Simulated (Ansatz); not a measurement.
Relaxation of a periodic cell of 23 atoms, Si₈NO₁₄ (host SiO2, host structure P4_2/mnm, dopant N, one O atom removed), to a largest force component of 0.03 eV/Å in at most 60 steps.

Theory: DFT r2SCAN, scalar-relativistic, plane waves, PAW in Ansatz 0.2.0. Settings: PAW set soft_1, cutoff 500 eV, k mesh 2x2x2, gaussian smearing 0.02 eV, spin collinear.

```xyz
23
Lattice="-4.1487 -4.1487 0.0000 4.1487 -4.1487 0.0000 0.0000 0.0000 5.3146" Properties=species:S:1:pos:R:3
Si 0.005 -4.176 0.024
Si 2.107 -2.101 1.324
O 1.266 -2.839 0.008
O -1.267 -5.461 0.008
N 3.360 -3.280 1.274
Si -0.012 -4.160 2.608
Si 2.071 -2.060 3.965
O 1.302 -2.863 2.631
O 0.782 -0.774 3.984
O -1.271 -5.454 2.660
O 3.385 -3.296 4.018
Si -0.012 0.025 -0.002
Si -2.065 -2.155 1.304
O -2.879 -2.832 -0.068
O 0.759 -4.934 1.359
O -1.279 -1.317 -0.031
O -0.785 -3.413 1.347
Si 0.000 -0.046 2.723
Si -2.095 -2.089 4.038
O -2.931 -2.838 2.716
O 0.788 -4.940 4.024
O -1.263 -1.254 2.666
O -0.774 -3.361 3.949
```

Task: Where does it end, and by what steps?

Result: The run converged. The force dipped under the threshold on the way, but the program's further checks kept it going. Limits of this set-up: coarse k mesh, a small cell, in which the defect meets its images. After 5 steps the energy has fallen by 2.447 eV; Si2 moved furthest, 0.15 Å.

```json
{"step": "0", "energy less start (eV)": "0.0000", "largest force component (eV/Å)": "3.989", "accepted": "yes"}
{"step": "1", "energy less start (eV)": "-1.5860", "largest force component (eV/Å)": "2.788", "accepted": "yes"}
{"step": "2", "energy less start (eV)": "-2.4094", "largest force component (eV/Å)": "0.903", "accepted": "yes"}
{"step": "3", "energy less start (eV)": "-2.4463", "largest force component (eV/Å)": "0.151", "accepted": "yes"}
{"step": "4", "energy less start (eV)": "-2.4472", "largest force component (eV/Å)": "0.016", "accepted": "yes"}
{"step": "5", "energy less start (eV)": "-2.4472", "largest force component (eV/Å)": "0.016", "accepted": "yes"}
```

```xyz
23
Lattice="-4.1487 -4.1487 0.0000 4.1487 -4.1487 0.0000 0.0000 0.0000 5.3146" Properties=species:S:1:pos:R:3
Si 0.003 -4.154 0.004
Si 2.208 -2.210 1.330
O 1.226 -2.835 0.010
O -1.316 -5.377 0.010
N 3.395 -3.396 1.330
Si 0.003 -4.154 2.655
Si 2.020 -2.022 3.987
O 1.226 -2.835 2.649
O 0.774 -0.777 3.987
O -1.316 -5.377 2.649
O 3.296 -3.298 3.987
Si -0.054 0.052 -0.022
Si -2.061 -2.090 1.330
O -2.847 -2.914 -0.004
O 0.816 -4.967 1.330
O -1.237 -1.304 -0.004
O -0.799 -3.352 1.330
Si -0.055 0.052 2.682
Si -2.042 -2.109 3.987
O -2.847 -2.914 2.663
O 0.820 -4.971 3.987
O -1.237 -1.304 2.663
O -0.788 -3.362 3.987
```

Whether the end is a true minimum wasn't checked by a vibrational analysis.

Run time: 2.5 min on 4 threads of Arm Neoverse V1, on a shared host, peak memory 1.2 GiB.
